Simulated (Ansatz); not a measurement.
BCl2H, SMILES ClBCl: the interaction energy of a dimer with the counterpoise correction, run with the Python package of Ansatz (0.2.0).

`dimer_bcl2h.py`:
```python
# -*- coding: utf-8 -*-
"""Interaction energy of two BCl2H molecules, with the counterpoise correction."""

import logging
import sys

import ansatz as az

logging.basicConfig(stream=sys.stdout, format="[%(levelname)s] %(message)s")
logger = logging.getLogger("run")
logger.setLevel(logging.INFO)

FIRST = [
    ("Cl", (-1.598, -0.7275, 0.0193)),
    ("B", (-0.0105, 0.1515, -0.0767)),
    ("Cl", (1.4298, -0.6137, 0.7136)),
    ("H", (0.1787, 1.1898, -0.6561)),
]
SECOND = [
    ("Cl", (2.7975, 1.7351, -4.1475)),
    ("B", (2.3474, -0.011, -3.9222)),
    ("Cl", (1.7853, -0.5352, -2.281)),
    ("H", (2.3549, -0.8508, -4.7849)),
]

def energy(atoms, ghosts=()):
    molecule = az.Crystal.molecule()
    for symbol, xyz in atoms:
        molecule = molecule.atom(symbol, xyz)
    calc = (
        molecule.calculation()
        .basis(gaussian="cc-pVDZ")
        .correlation("mp2")  # correlation on top of the mean field
    )
    deck = calc.input()
    if ghosts:
        deck = deck.set(az.key.basis.gaussian.ghost_atoms, [{"symbol": s, "position_ang": list(xyz)} for s, xyz in ghosts])
    return az.Session.from_dict(deck).plan().execute().report["free_energy_ev"]

# monomers in their own basis and in the basis of the dimer
both = energy(FIRST + SECOND)
alone = energy(FIRST) + energy(SECOND)
ghosted = energy(FIRST, SECOND) + energy(SECOND, FIRST)
logger.info(f"dimer {both:.6f} eV")
logger.info(f"interaction, uncorrected   {96.485332 * (both - alone):8.3f} kJ/mol")
logger.info(f"interaction, counterpoise  {96.485332 * (both - ghosted):8.3f} kJ/mol")
logger.info(f"basis-set superposition    {96.485332 * (alone - ghosted):8.3f} kJ/mol")
```

How large is the interaction at this pose, and how much of it is basis-set superposition?

Uncorrected it is 18.028 kJ/mol, with the counterpoise correction 24.986 kJ/mol; the difference, 6.96 kJ/mol, is the superposition error. In this basis both values are repulsive.

What the script printed:

```console
$ python dimer_bcl2h.py
[INFO] dimer -51413.113153 eV
[INFO] interaction, uncorrected     18.028 kJ/mol
[INFO] interaction, counterpoise    24.986 kJ/mol
[INFO] basis-set superposition       6.958 kJ/mol
```

The settings weren't tested for convergence. The dimer is a generated trial pose of unrelaxed monomers, not a minimum, so the figure is no binding energy, and the basis set is small. Run time: 6.8 s on 1 thread of Arm Neoverse V1 (shared host), peak memory 0.29 GiB.
